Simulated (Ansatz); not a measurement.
# C₃H₉AlS: up Jacob's ladder to CCSD(T)

One table from this session's results is given with a row withheld; the runs are named, their logs left out.

Computed with Ansatz 0.2.0, Gaussian basis. Level: functionals in def2-TZVPP, the program's frozen cores in correlated methods.

Plan: PBE-D4, r2SCAN-D4, PBE0-D4, B3LYP-D4, ωB97X-V, ωB97M-V, B2PLYP; CCSD(T)/def2-TZVPP; MP2/def2-QZVPP; extrapolation to the limit.

## The relaxed structure

An earlier PBE0-D4 in a triple-zeta def2 set relaxation fixed the geometry.

SMILES `CCC[S][AlH2]`, 14 atoms, charge 0, spin multiplicity 1.

Atoms are counted from 1 here; the program's logs count them from 0.

Bond lengths: C1–C2 1.520 Å, C1–H6 1.093 Å, C1–H7 1.092 Å, C1–H8 1.093 Å, C2–C3 1.516 Å, C2–H9 1.094 Å, C2–H10 1.095 Å, C3–S4 1.830 Å, C3–H11 1.093 Å, C3–H12 1.092 Å, S4–Al5 2.168 Å, Al5–H13 1.580 Å, Al5–H14 1.586 Å. Angles: C2–C1–H6 111.2°, C2–C1–H7 111.1°, C2–C1–H8 111.2°, H6–C1–H7 107.7°, H6–C1–H8 107.7°, H7–C1–H8 107.7°, C1–C2–C3 111.9°, C1–C2–H9 110.4°, C1–C2–H10 110.0°, C3–C2–H9 109.2°, C3–C2–H10 109.0°, H9–C2–H10 106.3°, C2–C3–S4 113.1°, C2–C3–H11 110.6°, C2–C3–H12 110.7°, S4–C3–H11 105.5°, S4–C3–H12 109.5°, H11–C3–H12 107.3° and more.

As a file:

```xyz
14
C3H9AlS
C     1.8722   -0.1579    1.0326
C     0.3659   -0.0084    0.8975
C    -0.1848   -0.8391   -0.2449
S    -2.0101   -0.7808   -0.3591
Al   -2.3141    0.9522   -1.6263
H     2.3850    0.1557    0.1193
H     2.2561    0.4499    1.8546
H     2.1509   -1.1967    1.2295
H    -0.1308   -0.3021    1.8272
H     0.1069    1.0425    0.7303
H     0.0649   -1.8940   -0.1076
H     0.2498   -0.5239   -1.1959
H    -3.8001    1.3905   -1.9381
H    -1.0248    1.6828   -2.1903
```

Set-up of the first run:

The input, in.yaml:

```yaml
crystal:
  periodic: [false, false, false]
  atoms:
    - {symbol: C, position_ang: [1.872235, -0.157935, 1.032639]}
    - {symbol: C, position_ang: [0.365860, -0.008414, 0.897539]}
    - {symbol: C, position_ang: [-0.184780, -0.839083, -0.244922]}
    - {symbol: S, position_ang: [-2.010079, -0.780776, -0.359092]}
    - {symbol: Al, position_ang: [-2.314138, 0.952222, -1.626274]}
    - {symbol: H, position_ang: [2.384994, 0.155716, 0.119308]}
    - {symbol: H, position_ang: [2.256067, 0.449920, 1.854594]}
    - {symbol: H, position_ang: [2.150944, -1.196711, 1.229453]}
    - {symbol: H, position_ang: [-0.130766, -0.302093, 1.827204]}
    - {symbol: H, position_ang: [0.106855, 1.042482, 0.730301]}
    - {symbol: H, position_ang: [0.064869, -1.894002, -0.107606]}
    - {symbol: H, position_ang: [0.249769, -0.523885, -1.195890]}
    - {symbol: H, position_ang: [-3.800122, 1.390525, -1.938063]}
    - {symbol: H, position_ang: [-1.024810, 1.682836, -2.190291]}
basis:
  gaussian: {orbitals: def2-TZVPP}
hamiltonian: {xc: pbe, dispersion: d4}
output: {forces: true, orbitals: {seedname: orbitals}}
```

On the command line:

```bash
$ ansatz run in.yaml --threads 4 --pin off --events-out ev --progress --plain --max-ram 10444MiB
```

Steps of the session up to this table: PBE-D4 (GGA); r2SCAN-D4 (meta-GGA); PBE0-D4 (hybrid); B3LYP-D4 (hybrid); ωB97X-V (range-separated); ωB97M-V (range-separated); B2PLYP (double hybrid); CCSD(T) in def2-TZVPP; MP2 in def2-QZVPP.

One table of the session follows, with a row left open; its other results are not shown here.

It belongs to the step «Atomisation energies». 

```
            method  atomisation energy (kcal/mol)
            PBE-D4                         1206.1
         r2SCAN-D4                         1196.5
           PBE0-D4                         1195.7
          B3LYP-D4                         1191.5
           ωB97X-V                         1196.9
           ωB97M-V                         1196.9
            B2PLYP                              ?
     HF/def2-TZVPP                          900.7
    MP2/def2-TZVPP                         1174.5
   CCSD/def2-TZVPP                         1151.8
CCSD(T)/def2-TZVPP                         1166.2
           MP2/CBS                         1202.1
       CCSD(T)/CBS                         1193.8
```

Estimate the missing values for B2PLYP.

**Answer.** atomisation energy (kcal/mol): 1178.4. In the column «atomisation energy (kcal/mol)» it lies between MP2/def2-TZVPP (1174.5) and B3LYP-D4 (1191.5).

Limits of these values: Free atoms (3 C, 1 S, 1 Al, 9 H) were run apart at each level; the atomisation energy is their sum less the molecule, without zero-point or spin-orbit terms.
